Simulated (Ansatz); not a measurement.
# C2H5AlF (SMILES [CH2][Al]([CH3])[F]): UMP2/def2-SVP

Aim: the energy change on altering one bond length of C2H5AlF at UMP2/def2-SVP, from 2 runs. 

The calculation is run with Ansatz 0.2.0.

55 further runs of the same task are left out: 1 that didn't finish, 54 set aside as unsound or not needed.

## (1) Starting point

C2H5AlF has 9 atoms, charge 0, and is taken as a doublet. As SMILES, `[CH2][Al]([CH3])[F]`. The coordinates come from a PBE0-D4/def2-TZVP relaxation. This is one conformer, not always the lowest.

Bond lengths: C1–Al2 1.918 Å, Al2–C3 1.939 Å, Al2–F4 1.657 Å, C1–H5 1.088 Å, C1–H6 1.089 Å, C3–H7 1.094 Å, C3–H8 1.094 Å, C3–H9 1.093 Å. Some angles: C1–Al2–C3 125.9°, C1–Al2–F4 116.2°, C3–Al2–F4 117.9°, Al2–C1–H5 124.0°, Al2–C1–H6 123.9°, Al2–C3–H7 111.0°, Al2–C3–H8 110.9°, Al2–C3–H9 112.4°, H5–C1–H6 112.2°, H7–C3–H8 106.5°.

## (2) The energy at UMP2/def2-SVP

File in.yaml:

```yaml
crystal:
  periodic: [false, false, false]
  atoms:
    - symbol: C
      position_ang: [-0.686400, 1.587500, -0.820000]
    - symbol: Al
      position_ang: [-0.112800, -0.228700, -0.596500]
    - symbol: C
      position_ang: [0.607100, -1.002300, 1.029300]
    - symbol: F
      position_ang: [-0.253200, -1.209400, -1.924700]
    - symbol: H
      position_ang: [-1.086800, 1.989200, -1.748800]
    - symbol: H
      position_ang: [-0.649000, 2.336800, -0.031000]
    - symbol: H
      position_ang: [-0.009300, -1.839800, 1.370600]
    - symbol: H
      position_ang: [1.611200, -1.403400, 0.860100]
    - symbol: H
      position_ang: [0.667900, -0.276300, 1.843700]
basis:
  gaussian: {orbitals: def2-SVP}
magnetization: {spin_polarized: true, initial_magnetization: 1}
correlation: {method: mp2, frozen_orbitals: {Al: 5, C: 1, F: 1, H: 0}}
accuracy: high
```

Launch:

```
ansatz run in.yaml --threads 1 --pin off --max-ram 3480MiB --events-out events.jsonl --progress --plain --runs-dir runs
```

The log of the run:

```text
Warning: RAYON_NUM_THREADS=1 ignored (pool sized by the plan → 1); use --threads N
Functional definition: HF
  name "HF"
  exchange = exact_x
  correlation = 0
1920 factors; integrals over basis functions are off by at most 7.2e-9 eV
mean field evaluation 1: about -11421.4728 eV, gradient 2.5e1 eV
mean field evaluation 2: about -11421.5246 eV, gradient 2.5e1 eV
mean field evaluation 4: about -11424.3765 eV, gradient 2.2e0 eV
mean field evaluation 8: about -11424.4190 eV, gradient 2.6e-1 eV
mean field evaluation 16: about -11424.4203 eV, gradient 2.8e-8 eV
mean field -11424.42028063 eV, -419.8397015631 hartree, gradient 1.1e-8 eV, S^2 0.757889; 0 other end points of the search recorded, 0 dependent functions left out
8 core orbitals not correlated: weight in the atoms' cores, before any rotation towards them, 1.000 or more for the frozen orbitals, at most 0.000 for the correlated occupied ones
reference -11424.42028063 eV, -419.8397015631 hartree; 12, 11 occupied and 65, 66 virtual orbitals, 1920 factors
second order -13.75708570 eV of doubles, -0.00000000 eV of singles
Total energy: -11438.17736633 eV, -420.3452651375 hartree
```

It took 3.6 s on 1 thread of Arm Neoverse V1, shared host; peak memory 0.27 GiB.

## (3) The distorted shape, same level

File job.yaml:

```yaml
crystal:
  periodic: [false, false, false]
  atoms:
    - {symbol: C, position_ang: [-0.665343, 1.734585, -0.620796]}
    - {symbol: Al, position_ang: [-0.091743, -0.081615, -0.397296]}
    - {symbol: C, position_ang: [0.628157, -0.855215, 1.228504]}
    - {symbol: F, position_ang: [-0.253200, -1.209400, -1.924700]}
    - {symbol: H, position_ang: [-1.065743, 2.136285, -1.549596]}
    - {symbol: H, position_ang: [-0.627943, 2.483885, 0.168204]}
    - {symbol: H, position_ang: [0.011757, -1.692715, 1.569804]}
    - {symbol: H, position_ang: [1.632257, -1.256315, 1.059304]}
    - {symbol: H, position_ang: [0.688957, -0.129215, 2.042904]}
basis:
  gaussian:
    orbitals: def2-SVP
accuracy: high
magnetization:
  spin_polarized: true
  initial_magnetization: 1
correlation:
  method: mp2
  frozen_orbitals: {Al: 5, C: 1, F: 1, H: 0}
```

Launch:

```
ansatz run job.yaml --threads 1 --pin off --max-ram 3480MiB --events-out events.jsonl --progress --plain --runs-dir runs
```

The log of the run:

```text
Warning: RAYON_NUM_THREADS=1 ignored (pool sized by the plan → 1); use --threads N
[... 4 set-up lines as earlier in the session ...]
1912 factors; integrals over basis functions are off by at most 5.6e-9 eV
mean field evaluation 1: about -11420.5503 eV, gradient 2.6e1 eV
mean field evaluation 2: about -11420.5953 eV, gradient 2.7e1 eV
mean field evaluation 4: about -11423.7349 eV, gradient 2.3e0 eV
mean field evaluation 8: about -11423.7859 eV, gradient 2.7e-1 eV
mean field evaluation 16: about -11423.7873 eV, gradient 2.0e-8 eV
mean field -11423.78732087 eV, -419.8164407209 hartree, gradient 6.7e-8 eV, S^2 0.757998; 0 other end points of the search recorded, 0 dependent functions left out
8 core orbitals not correlated: weight in the atoms' cores, before any rotation towards them, 1.000 or more for the frozen orbitals, at most 0.000 for the correlated occupied ones
reference -11423.78732087 eV, -419.8164407209 hartree; 12, 11 occupied and 65, 66 virtual orbitals, 1912 factors
second order -13.86595454 eV of doubles, -0.00000000 eV of singles
Total energy: -11437.65327541 eV, -420.3260051514 hartree
```

Run time: 3.3 s. Hardware: 1 thread of Arm Neoverse V1, shared host; peak memory 0.27 GiB.

## (4) Summary of results

Level: UMP2/def2-SVP, 8 core orbitals frozen.

```
                                                          quantity          value
                                         first shape: total energy  -420.34527 Eh
          first shape: correlation energy (8 core orbitals frozen)     -505.6 mEh
                    first shape: ⟨S²⟩ of the reference determinant          0.758
                                     distorted shape: total energy  -420.32601 Eh
      distorted shape: correlation energy (8 core orbitals frozen)     -509.6 mEh
                distorted shape: ⟨S²⟩ of the reference determinant          0.758
energy change with the Al2–F4 bond stretched from 1.657 to 1.906 Å       0.524 eV
```

In words: With the Al2–F4 bond stretched from 1.657 to 1.906 Å the energy rises by 0.52 eV (12.1 kcal/mol). The first shape isn't relaxed at this level, so the change isn't measured from a minimum.
